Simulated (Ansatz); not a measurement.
# C2H11N3Si: molecular dynamics, part 2 of 2

The plan is to follow the molecule's vibrations and see whether its bonds hold. The start is relaxed first. Runs: 223 steps of 0.5 fs at constant energy, with velocities drawn for 500 K; 250 steps of 1 fs at constant energy (fourth-order Milne integrator), with velocities drawn for 1500 K. SMILES of the start: CN(C)[SiH](N)N.

Ansatz 0.2.0; RKS PBE0-D4/STO-3G.

**8. Run 2**

250 steps of 1 fs at constant energy (fourth-order milne integrator), with velocities drawn for 1500 K, starting from the last frame of an earlier run, with new velocities.

input.yaml

```yaml
crystal:
  periodic: [false, false, false]
  atoms:
    - { symbol: Si, position_ang: [7.7e-05, -0.115456, -0.042405] }
    - { symbol: "N", position_ang: [0.113994, -0.392947, 1.770454] }
    - { symbol: C, position_ang: [-1.17987, -0.458856, 2.446633] }
    - { symbol: H, position_ang: [-1.972394, -0.911273, 1.806022] }
    - { symbol: H, position_ang: [-1.13754, -1.10198, 3.403932] }
    - { symbol: H, position_ang: [-1.572338, 0.532536, 2.788984] }
    - { symbol: C, position_ang: [1.112977, 0.522025, 2.492694] }
    - { symbol: H, position_ang: [1.203569, 0.205484, 3.544923] }
    - { symbol: H, position_ang: [2.127783, 0.479824, 2.040448] }
    - { symbol: H, position_ang: [0.786804, 1.555476, 2.505392] }
    - { symbol: H, position_ang: [1.272816, -0.18802, -0.694805] }
    - { symbol: "N", position_ang: [-0.769623, 1.337384, -0.630064] }
    - { symbol: H, position_ang: [-1.563606, 1.590585, 0.021922] }
    - { symbol: H, position_ang: [-0.073457, 2.172793, -0.515828] }
    - { symbol: "N", position_ang: [-1.105174, -1.394791, -0.539655] }
    - { symbol: H, position_ang: [-0.729888, -2.364373, -0.233435] }
    - { symbol: H, position_ang: [-1.304731, -1.456448, -1.553863] }
basis:
  gaussian: { orbitals: STO-3G }
hamiltonian:
  xc: pbe0
  dispersion: d4
md:
  timestep: 1.0
  n_steps: 250
  ensemble: nve_milne
  temperature: 1500.0
  initial_velocities: maxwell_boltzmann
  seed: 723128
```

Started as:

```sh
$ ansatz run input.yaml --threads 1 --pin off --max-ram 2048MiB --backend cpu --events-out ev --progress --plain --runs-dir out
```

The log of the run, shortened:

```text
Warning: RAYON_NUM_THREADS=1 ignored (pool sized by the plan → 1); use --threads N
[...]
Functional definition: PBE0
[...]
664 factors; integrals over basis functions are off by at most 1.2e-5 eV
[...]
mean field -14414.98704485 eV, -529.7410030692 hartree, gradient 8.6e-6 eV, S^2 0.000000; 0 other end points of the search recorded, 0 dependent functions left out
[...]
reference -14414.98706743 eV, -529.7410038989 hartree; 29, 29 occupied and 16, 16 virtual orbitals, 664 factors
md step     0: t =     0.00 fs  T =  1500.0 K  F+E_penalty+E_count = -14415.31742649 eV  E_kin = 2.908350 eV  conserved = -14412.40907652 eV  (22 SCF iters)
[...]
md step    17: t =    17.00 fs  T =   889.9 K  F+E_penalty+E_count = -14414.16756604 eV  E_kin = 1.725338 eV  conserved = -14412.44222810 eV  (22 SCF iters, 5 dispersion substeps)
[...]
md step    34: t =    34.00 fs  T =   767.3 K  F+E_penalty+E_count = -14413.91660973 eV  E_kin = 1.487733 eV  conserved = -14412.42887677 eV  (24 SCF iters, 5 dispersion substeps)
[...]
md step    51: t =    51.00 fs  T =  1007.2 K  F+E_penalty+E_count = -14414.34400215 eV  E_kin = 1.952836 eV  conserved = -14412.39116624 eV  (24 SCF iters, 5 dispersion substeps)
[...]
md step    68: t =    68.00 fs  T =   902.0 K  F+E_penalty+E_count = -14414.15076880 eV  E_kin = 1.748975 eV  conserved = -14412.40179411 eV  (26 SCF iters, 5 dispersion substeps)
md step    69: t =    69.00 fs  T =  1045.0 K  F+E_penalty+E_count = -14414.40677796 eV  E_kin = 2.026193 eV  conserved = -14412.38058499 eV  (25 SCF iters, 5 dispersion substeps)
```

**9. The output, continued: dynamics from the last frame of an earlier run**

Output, continued, shortened:

```text
md step    70: t =    70.00 fs  T =  1064.6 K  F+E_penalty+E_count = -14414.48802450 eV  E_kin = 2.064089 eV  conserved = -14412.42393599 eV  (25 SCF iters, 5 dispersion substeps)
[...]
md step    93: t =    93.00 fs  T =   794.2 K  F+E_penalty+E_count = -14413.91864457 eV  E_kin = 1.539861 eV  conserved = -14412.37878309 eV  (24 SCF iters, 5 dispersion substeps)
[...]
md step   116: t =   116.00 fs  T =  1011.5 K  F+E_penalty+E_count = -14414.36263001 eV  E_kin = 1.961225 eV  conserved = -14412.40140541 eV  (24 SCF iters, 5 dispersion substeps)
[...]
md step   139: t =   139.00 fs  T =   703.5 K  F+E_penalty+E_count = -14413.75503610 eV  E_kin = 1.364101 eV  conserved = -14412.39093545 eV  (25 SCF iters, 5 dispersion substeps)
[...]
md step   161: t =   161.00 fs  T =  1074.1 K  F+E_penalty+E_count = -14414.45960418 eV  E_kin = 2.082580 eV  conserved = -14412.37702406 eV  (25 SCF iters, 5 dispersion substeps)
md step   162: t =   162.00 fs  T =   945.9 K  F+E_penalty+E_count = -14414.23549750 eV  E_kin = 1.834012 eV  conserved = -14412.40148505 eV  (24 SCF iters, 5 dispersion substeps)
```

**10. More of the same log: dynamics from the last frame of an earlier run**

The log, continued, shortened:

```text
md step   163: t =   163.00 fs  T =   611.4 K  F+E_penalty+E_count = -14413.65655270 eV  E_kin = 1.185518 eV  conserved = -14412.47103496 eV  (25 SCF iters, 5 dispersion substeps)
[...]
md step   181: t =   181.00 fs  T =   878.1 K  F+E_penalty+E_count = -14414.12718689 eV  E_kin = 1.702458 eV  conserved = -14412.42472889 eV  (24 SCF iters, 5 dispersion substeps)
[...]
md step   199: t =   199.00 fs  T =   987.0 K  F+E_penalty+E_count = -14414.34264472 eV  E_kin = 1.913780 eV  conserved = -14412.42886488 eV  (24 SCF iters, 5 dispersion substeps)
[...]
md step   217: t =   217.00 fs  T =   882.8 K  F+E_penalty+E_count = -14414.16747487 eV  E_kin = 1.711728 eV  conserved = -14412.45574735 eV  (25 SCF iters, 5 dispersion substeps)
[...]
Atom 7 at     1.376334    -0.231634     3.197893 Å, force     1.407980    -1.244904     3.538544 eV/Å
Atom 8 at     2.131623     0.501419     1.724193 Å, force    -2.193957    -0.763908     1.335455 eV/Å
Atom 9 at     0.900352     1.433375     2.644908 Å, force     0.007934    -0.435913     0.536340 eV/Å
Atom 10 at     1.245200    -0.085282    -0.542992 Å, force     0.699968    -0.453771     0.059356 eV/Å
Atom 11 at    -0.764850     1.411642    -0.529739 Å, force     0.881204     0.036964     2.525991 eV/Å
Atom 12 at    -1.060647     1.319596    -1.471033 Å, force     0.462114    -0.811107    -3.778348 eV/Å
Atom 13 at    -1.716867     1.666243    -0.231738 Å, force    -0.664852    -0.054908     2.037110 eV/Å
Atom 14 at    -0.943057    -1.432851    -0.692839 Å, force     3.124710    -0.736253    -0.190801 eV/Å
Atom 15 at    -0.515138    -2.008768    -1.432541 Å, force    -0.101023     0.053837     0.190042 eV/Å
Atom 16 at    -1.916835    -1.430191    -0.773894 Å, force    -3.028480     0.049474    -0.144183 eV/Å
Dipole moment:    -0.275050    -0.117975    -0.132275 e Å
```

Wall time 28 min (1 thread of Arm Neoverse N1, shared host); peak memory 0.12 GiB.

**11. What the atoms did**

The trajectory, every 13 steps (energies from step 0):

```
time (fs)  T (K)  potential energy change (meV/atom)  total energy change (meV/atom)
      0.0   1500                                 0.0                            0.00
     13.0    979                                59.0                           -0.41
     26.0    726                                87.2                           -1.12
     39.0    961                                62.2                            0.73
     52.0    929                                66.1                            0.93
     65.0    803                                81.2                            1.65
     78.0    921                                65.7                           -0.39
     91.0    722                                86.4                           -2.26
    104.0    672                                93.9                           -0.53
    117.0    889                                66.9                           -2.79
    130.0    874                                71.9                            0.55
    143.0    869                                73.2                            1.26
    156.0    926                                66.3                            0.77
    169.0    994                                57.4                           -0.29
    182.0    828                                76.6                           -0.09
    195.0    760                                84.6                            0.15
    208.0    885                                71.5                            1.34
    221.0    600                               100.2                           -2.47
    234.0    769                                82.8                           -0.59
    247.0    857                                73.2                           -0.20
    250.0    736                                87.3                            0.07
```

time (fs), T (K) and a bar:
```
      0.0       1500 ##############################
     11.0        793 ########
     22.0        516 
     33.0        951 #############
     43.0        827 #########
     54.0        818 #########
     65.0        803 #########
     76.0        797 #########
     87.0        693 #####
     98.0       1156 ####################
    109.0       1002 ###############
    120.0        884 ###########
    130.0        874 ###########
    141.0        899 ############
    152.0        876 ###########
    163.0        611 ###
    174.0        796 #########
    185.0        955 #############
    196.0        777 ########
    207.0        800 #########
    217.0        883 ###########
    228.0        917 ############
    239.0        760 #######
    250.0        736 #######
```

Maxima of the velocity power spectrum (cm⁻¹, relative height; resolution about 270 cm⁻¹): 270 (59), 1200 (100), 1700 (68), 2600 (32), 3400 (65).

**12. Snapshots as a file**

Extended XYZ, with forces in eV/Å:

```xyz
17
time_fs=42.0 T=924 dE=1.1125
Si   -0.030   -0.098    0.014    2.969   -5.509   -0.410
N     0.078   -0.347    1.798    0.176    0.976   -1.608
C    -1.168   -0.491    2.605   -0.710    2.981    0.862
H    -2.013   -1.044    2.190    0.502   -0.882   -0.993
H    -0.817   -0.998    3.497   -0.433   -0.216    1.079
H    -1.749    0.503    2.918    1.930   -1.684   -0.431
C     1.131    0.535    2.447   -4.195   -1.352    4.981
H     1.442    0.034    3.436   -0.047    0.375   -1.605
H     1.955    0.613    1.827    2.488    0.645   -1.921
H     0.724    1.517    2.867    0.573   -0.621   -1.352
H     1.402   -0.282   -0.611   -1.888    0.591    1.623
N    -0.691    1.217   -0.689   -1.790    2.377   -1.046
H    -1.723    1.271   -0.625    0.214    0.601   -0.069
H    -0.241    2.121   -0.557   -0.115    0.851   -0.038
N    -1.051   -1.330   -0.702    0.767    1.853    1.444
H    -1.027   -2.322   -0.733    0.730   -1.779    0.511
H    -1.787   -1.023   -1.301   -1.172    0.793   -1.027
17
time_fs=83.0 T=839 dE=1.2440
Si   -0.060   -0.099   -0.051    1.984   -0.448    0.956
N     0.042   -0.164    1.681   -3.115   -1.510    2.351
C    -1.149   -0.529    2.598   -3.470    0.623   -5.462
H    -1.802   -1.283    2.006    1.802    0.213    1.040
H    -0.941   -0.941    3.575    0.613    0.109    0.702
H    -2.020    0.262    2.587    2.418   -0.446    1.130
C     1.108    0.429    2.428    1.199   -0.638    1.038
H     1.373   -0.181    3.337    0.171   -0.145   -0.921
H     1.939    0.409    1.689    0.389    0.966    1.048
H     0.871    1.393    2.924    0.314    0.659   -0.897
H     1.385   -0.235   -0.499   -1.419    0.171    0.414
N    -0.624    1.383   -0.631    0.420   -0.895   -1.720
H    -1.594    1.546   -0.594   -3.193   -0.086   -0.165
H    -0.266    2.232   -0.273    1.857    1.962    0.925
N    -1.098   -1.507   -0.463   -0.523    0.816   -3.502
H    -0.270   -2.116   -0.678    0.049   -1.336    0.149
H    -1.400   -1.361   -1.555    0.504   -0.013    2.913
17
time_fs=125.0 T=811 dE=1.3169
Si   -0.034   -0.060   -0.034   -2.706   -0.227    1.262
N     0.091   -0.395    1.697    2.591    2.642    1.903
C    -1.149   -0.489    2.425   -1.907   -2.187    2.660
H    -1.992   -0.809    1.791    0.373   -0.700   -0.364
H    -0.985   -1.316    3.249   -0.885    1.910   -1.330
H    -1.644    0.401    2.889    1.187    0.210    0.276
C     1.163    0.449    2.579   -0.573   -2.148   -4.900
H     1.389    0.035    3.546    0.293   -1.564    0.610
H     2.069    0.368    1.829   -1.545    1.158    2.378
H     0.785    1.432    2.872    0.107    0.950   -0.963
H     1.235   -0.072   -0.458    3.267    0.146   -1.371
N    -0.790    1.317   -0.683    1.974    0.193   -1.229
H    -1.591    1.738   -0.282   -1.886    0.816    0.810
H    -0.365    1.941   -1.392    0.018   -0.244    0.485
N    -1.007   -1.379   -0.468    1.147    1.801   -2.205
H    -1.286   -1.970    0.265   -1.154   -2.191    1.006
H    -1.365   -1.458   -1.436   -0.299   -0.566    0.974
17
time_fs=167.0 T=973 dE=0.9751
Si   -0.035   -0.102    0.008    0.911   -0.447   -1.486
N     0.152   -0.342    1.722   -3.334   -1.564   -0.414
C    -1.208   -0.432    2.509    1.906   -0.834    0.285
H    -2.078   -0.588    1.865    0.239   -0.764   -0.594
H    -1.284   -1.141    3.420    0.765    0.654   -1.862
H    -1.407    0.525    2.924   -0.172    1.934    0.976
C     1.158    0.425    2.430   -4.329   -0.965    4.953
H     1.083   -0.085    3.448    1.393    0.740   -0.843
H     2.116    0.367    2.033    2.505    0.168   -1.253
H     0.750    1.416    2.687    0.910    0.881   -0.496
H     1.387   -0.040   -0.420   -0.886   -0.101    0.130
N    -0.810    1.367   -0.719    1.760    0.212    1.128
H    -1.783    1.368   -0.273    0.820    1.226    0.090
H    -0.157    2.203   -0.325   -2.665   -1.754   -0.598
N    -0.977   -1.433   -0.562    0.193    2.279    0.075
H    -0.705   -2.390   -0.412   -0.159   -1.016   -0.008
H    -1.868   -1.237   -1.034    0.143   -0.649   -0.084
17
time_fs=208.0 T=885 dE=1.2160
Si   -0.040   -0.200   -0.003    2.482    0.561   -1.567
N    -0.009   -0.105    1.729    1.602   -0.404   -1.918
C    -1.160   -0.308    2.498   -2.009   -2.125    3.133
H    -1.710   -1.282    2.291    0.665    0.958   -0.096
H    -0.694   -0.415    3.489   -1.006   -0.368    0.663
H    -1.960    0.448    2.651    0.312    0.572   -0.785
C     1.176    0.389    2.448   -3.062    0.299    2.081
H     1.422   -0.127    3.433   -0.567    0.495   -1.185
H     1.908    0.233    1.764    3.955   -0.423   -2.346
H     1.065    1.474    2.592    0.392    0.272    0.631
H     1.410   -0.268   -0.627   -2.127    0.044    1.450
N    -0.719    1.364   -0.470   -2.922    0.989   -1.123
H    -1.712    1.344   -0.954    2.284   -0.424    0.762
H    -0.947    1.978    0.364    0.548   -0.637   -0.215
N    -0.990   -1.521   -0.682    0.387   -2.047   -2.133
H    -0.504   -2.209   -1.417   -0.374    1.886    2.393
H    -1.702   -1.118   -1.329   -0.561    0.353    0.255
17
time_fs=250.0 T=736 dE=1.4834
Si   -0.050   -0.175    0.034   -1.863    1.683   -1.266
N     0.039   -0.368    1.746    3.254    0.812    1.035
C    -1.133   -0.256    2.608   -3.380    1.034   -7.261
H    -1.697   -1.160    2.390   -0.801   -0.447    0.503
H    -1.144   -0.053    3.599    1.415    0.499    4.496
H    -1.737    0.607    2.131    0.103   -1.173    1.298
C     1.175    0.383    2.401    0.676    1.954   -4.914
H     1.376   -0.232    3.198    1.408   -1.245    3.538
H     2.132    0.501    1.724   -2.194   -0.764    1.335
H     0.900    1.433    2.645    0.008   -0.436    0.536
H     1.245   -0.085   -0.543    0.700   -0.454    0.059
N    -0.765    1.412   -0.530    0.881    0.037    2.526
H    -1.061    1.320   -1.471    0.462   -0.811   -3.778
H    -1.717    1.666   -0.232   -0.665   -0.055    2.037
N    -0.943   -1.433   -0.693    3.125   -0.736   -0.191
H    -0.515   -2.009   -1.433   -0.101    0.054    0.190
H    -1.917   -1.430   -0.774   -3.029    0.050   -0.144
```

Reading of run 2. The temperature starts at 1500 K and averages 833 K in the second half, where it ranges from 493 to 1173 K. The total energy strays from its start by at most 4.82 meV/atom, 5.0 % of the mean kinetic energy, which is poor: the step of 1 fs is too long for the fastest motion. The bonding pattern survives the run.

**13. Results**

This closing draws on all 2 parts.

```
                                 quantity                                    value
                  relaxation of the start                 13 moves, 1.120 eV lower
                            run 1: length                      223 steps of 0.5 fs
  run 1: temperature, first and last step                            500 and 275 K
          run 1: temperature, second half            mean 249 K, from 149 to 344 K
     run 1: potential energy, second half  +29 meV/atom from this run's first step
run 1: largest change of the total energy                            0.14 meV/atom
            run 1: bonds formed or broken                                        0
                            run 2: length                        250 steps of 1 fs
  run 2: temperature, first and last step                           1500 and 736 K
          run 2: temperature, second half           mean 833 K, from 493 to 1173 K
     run 2: potential energy, second half  +76 meV/atom from this run's first step
run 2: largest change of the total energy                            4.82 meV/atom
            run 2: bonds formed or broken                                        0
```

**Reading.** Mean temperatures of the second halves: 249 K, 833 K. No bond formed or broke in any run. A run of 250 fs with 17 atoms shows the motion but fixes no equilibrium value. The nuclei move classically, without zero-point motion, which matters most for hydrogen. In so small a basis the energies are only a sketch.
